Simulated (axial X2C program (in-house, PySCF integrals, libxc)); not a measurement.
**Linear BrCoBr⁻ at several levels**

One table from this session's results is given with a row withheld; the runs are named, their logs left out.

Method: all-electron X2C, two-component (2c) or spin-free, Br dyall-av3z, Co dyall-v3z; program: an in-house X2C program for linear molecules on PySCF integrals.

All values are calculated.

2 further runs of the same task are left out: 2 set aside as unsound or not needed.

Set-up of the first run:

task.json reads:

```json
{"zs": [35, 27, 35], "q": -1, "bas": ["dyall-av3z", "dyall-v3z", "dyall-av3z"], "r0": [2.25, 2.25], "symm": 1, "scan": ["PBE0", "HF", "BHandHLYP"], "levels": ["PBE0", "HF", "BHandHLYP"], "nst": 2}
```

Keys: zs atomic numbers; q charge; bas basis sets; r0 starting distance in Å; symm equal bonds; scan levels of the two-bond scan; levels methods; nst determinants followed.

Run with:

```sh
$ python solin.py task.json out
```

Masses Br 78.918, Co 58.933, Br 78.918 u.

Among the steps run: Scan at PBE0, 2c; Scan at BHandHLYP, 2c; Scan at PBE0, spin-free.

One table of the session follows, with a row left open; its other results are not shown here.

```
               level  r(Br–Co) (Å)  r(Co–Br) (Å)  lower stretch (cm⁻¹)  upper stretch (cm⁻¹)
            PBE0, 2c             ?             ?                     ?                     ?
       BHandHLYP, 2c         2.336         2.336                 168.9                 308.9
     PBE0, spin-free         2.293         2.293                 177.2                 323.2
BHandHLYP, spin-free         2.335         2.335                 169.2                 309.6
```

Estimate the missing values for PBE0, 2c.

As computed: r(Br–Co) (Å): 2.294; r(Co–Br) (Å): 2.294; lower stretch (cm⁻¹): 176.9; upper stretch (cm⁻¹): 322.7. In the column «r(Br–Co) (Å)» it lies between PBE0, spin-free (2.293) and BHandHLYP, spin-free (2.335).

Scans not shown above were run alike.

To keep in mind: For an anion the highest level of a functional can be positive, and the basis then holds the extra electron. The molecule was held linear; bending was not examined, so a bent shape may lie lower.
